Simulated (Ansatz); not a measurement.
**CH₈FNOSi₂: a ladder of functionals and wavefunction methods**

Aim: compute CH₈FNOSi₂ with functionals from several rungs and with coupled cluster, and see how far each lands from CCSD(T) at the basis-set limit for the atomisation energy.

Method: functionals in def2-TZVPP, the program's frozen cores in correlated methods; program: Ansatz 0.2.0, Gaussian basis.

Levels to be run: PBE-D4, r2SCAN-D4, PBE0-D4, B3LYP-D4, ωB97X-V, ωB97M-V, B2PLYP; CCSD(T)/def2-TZVPP; MP2/def2-QZVPP; extrapolation to the limit.

### 1 The relaxed structure

An earlier PBE0-D4 in a triple-zeta def2 set relaxation fixed the geometry.

SMILES `CO[Si](N)(F)[SiH3]`, 14 atoms, charge 0, spin multiplicity 1.

Atoms are counted from 1 here; the program's logs count them from 0.

Bond lengths: C1–O2 1.414 Å, C1–H7 1.093 Å, C1–H8 1.094 Å, C1–H9 1.091 Å, O2–Si3 1.627 Å, Si3–N4 1.705 Å, Si3–F5 1.603 Å, Si3–Si6 2.335 Å, N4–H10 1.006 Å, N4–H11 1.007 Å, Si6–H12 1.487 Å, Si6–H13 1.489 Å, Si6–H14 1.489 Å. Angles: O2–C1–H7 110.3°, O2–C1–H8 111.5°, O2–C1–H9 108.3°, H7–C1–H8 108.9°, H7–C1–H9 108.8°, H8–C1–H9 109.1°, C1–O2–Si3 126.0°, O2–Si3–N4 110.7°, O2–Si3–F5 111.5°, O2–Si3–Si6 104.8°, N4–Si3–F5 103.2°, N4–Si3–Si6 117.7°, F5–Si3–Si6 109.0°, Si3–N4–H10 121.8°, Si3–N4–H11 120.5°, H10–N4–H11 112.0°, Si3–Si6–H12 112.0°, Si3–Si6–H13 109.9° and more.

### 2 PBE-D4 (GGA)

The input, in.yaml:

```yaml
crystal:
  periodic: [false, false, false]
  atoms:
    - {symbol: C, position_ang: [1.220098, -1.057715, -1.723750]}
    - {symbol: O, position_ang: [0.863304, -0.753532, -0.389381]}
    - {symbol: Si, position_ang: [-0.515583, -0.037894, 0.093109]}
    - {symbol: N, position_ang: [-0.822968, 1.362299, -0.830501]}
    - {symbol: F, position_ang: [-1.793027, -0.960427, -0.203887]}
    - {symbol: Si, position_ang: [-0.280766, 0.215510, 2.402490]}
    - {symbol: H, position_ang: [0.816047, -2.032010, -2.011648]}
    - {symbol: H, position_ang: [0.848534, -0.300540, -2.420400]}
    - {symbol: H, position_ang: [2.308770, -1.096227, -1.786585]}
    - {symbol: H, position_ang: [-0.189930, 2.144496, -0.835052]}
    - {symbol: H, position_ang: [-1.768207, 1.641385, -1.035338]}
    - {symbol: H, position_ang: [0.035833, -1.071815, 3.075853]}
    - {symbol: H, position_ang: [-1.537856, 0.763069, 2.982268]}
    - {symbol: H, position_ang: [0.815781, 1.183400, 2.682822]}
basis:
  gaussian: {orbitals: def2-TZVPP}
hamiltonian: {xc: pbe, dispersion: d4}
output: {forces: true, orbitals: {seedname: orbitals}}
```

On the command line:

```console
$ ansatz run in.yaml --threads 2 --pin off --events-out ev --progress --plain --max-ram 22528MiB --backend cuda --devices 0, --max-vram 18GiB
```

After this run come: r2SCAN-D4 (meta-GGA); PBE0-D4 (hybrid); B3LYP-D4 (hybrid); ωB97X-V (range-separated); ωB97M-V (range-separated); B2PLYP (double hybrid); CCSD(T) in def2-TZVPP; MP2 in def2-QZVPP.

**Question.** What will the summary of the whole plan be? Wanted: atomisation energy, CCSD(T)/CBS; farthest; mean size of error, hybrid; mean size of error, range-separated; gap, smallest and largest; T1 diagnostic; triples share of the correlation energy.

**Answer**, as computed:

```
                               quantity                                  value
        atomisation energy, CCSD(T)/CBS                          5105.7 kJ/mol
 functionals within 25.5 kJ/mol (0.5 %)  r2SCAN-D4, B3LYP-D4, ωB97X-V, ωB97M-V
                               farthest                  B2PLYP (-73.6 kJ/mol)
             mean size of error, hybrid                            34.2 kJ/mol
    mean size of error, range-separated                             7.7 kJ/mol
              gap, smallest and largest   5.69 eV (PBE-D4), 12.21 eV (ωB97X-V)
                          T1 diagnostic                                 0.0121
triples share of the correlation energy                                  3.4 %
```

**Reading.** PBE-D4 misses by +30.5 kJ/mol. Double hybrids carry the basis error of their MP2 part in triple zeta, and no dispersion term here, so their miss is partly the set-up's. The reference freezes the cores and leaves out relativity and excitations past (T), so misses under about 25.5 kJ/mol can't be ranked. Hartree-Fock recovers 72 % of the binding; the rest is correlation. Orbital gaps span 5.7 to 12.2 eV; exact exchange widens them.
